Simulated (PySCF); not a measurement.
**IrI (triplet) with other numerical set-ups**

Aim: see how much the energy and properties of IrI (triplet) depend on the numerical set-up.

Program: PySCF 2.14.0. Level of theory: each script names its method and basis. These are calculated values, not measurements.

2 further runs of the same task are left out: 2 that didn't finish.

## Step 1: Starting geometry

IrI (triplet): 2 atoms, charge 0, spin multiplicity 3.

Bond lengths: Ir1–I2 2.495 Å.

## Step 2: Base script

input.py reads:

```python
from pyscf import gto, scf, mp

mol = gto.M(
    atom='Ir 0 0 0; I 0 0 2.495',
    basis='crenbl',
    ecp={'Ir': 'crenbl', 'I': 'crenbl'},
    charge=0,
    spin=2,
    verbose=4,
)
mf = scf.UHF(mol)
mf.kernel()
mp.MP2(mf).kernel()
mf.dip_moment()
print('orbital energies (hartree):', [e[max(0, n-3):n+3].round(4) for e, n in zip(mf.mo_energy, mol.nelec)])
```

Run with:

```sh
$ python input.py
```

The log of this run is left out.

It gives: E(SCF) = -213.316972 Eh, E(MP2) − E(SCF) = -0.42388 Eh, ⟨S²⟩ = 2.204, μ = 4.96 D (of the SCF density).

The bond length is a typed value, not an optimised one. No search for the lowest state was made; open d or f shells can end in a higher solution. The triplet is typed in the script; nothing here shows that it is the ground state.

## Step 3: Def2-svpd

Run 1 changes basis set: crenbl → def2-svpd. The core potential changes with it: totals don't compare.

input.py reads:

```python
from pyscf import gto, scf, mp

mol = gto.M(
    atom='Ir 0 0 0; I 0 0 2.495',
    basis='def2-svpd',
    ecp={'Ir': 'def2-svpd', 'I': 'def2-svpd'},
    charge=0,
    spin=2,
    verbose=4,
)
mf = scf.UHF(mol)
mf.kernel()
mp.MP2(mf).kernel()
mf.dip_moment()
print('orbital energies (hartree):', [e[max(0, n-3):n+3].round(4) for e, n in zip(mf.mo_energy, mol.nelec)])
```

Run with:

```sh
$ python input.py
```

## Step 4: Core potential off

Run 2 changes core potential: on → off. The core potential changes with it: totals don't compare.

Changes to input.py since step 2:

```diff
@@ -5,3 +5,2 @@
     basis='crenbl',
-    ecp={'Ir': 'crenbl', 'I': 'crenbl'},
     charge=0,
```

What does the calculation give? Wanted: for each run, E(SCF); from base; gap, α spin; SCF dipole; after the SCF.

As calculated:

```csv
run,E(SCF) (hartree),from base (eV),cycles,"gap, α spin (eV)",SCF dipole (D),functions,after the SCF
base,-213.316972,0,32,8.33,4.96,72,MP2 correlation -11.534 eV
def2-svpd,-400.129409,not comparable,15,8.47,4.98,70,MP2 correlation -12.036 eV
core potential off (poor choice),-4743.196883,not comparable,17,4.51,11.26,72,MP2 correlation -0.416 eV
```

Rows marked «poor choice» come from settings spoiled on purpose.
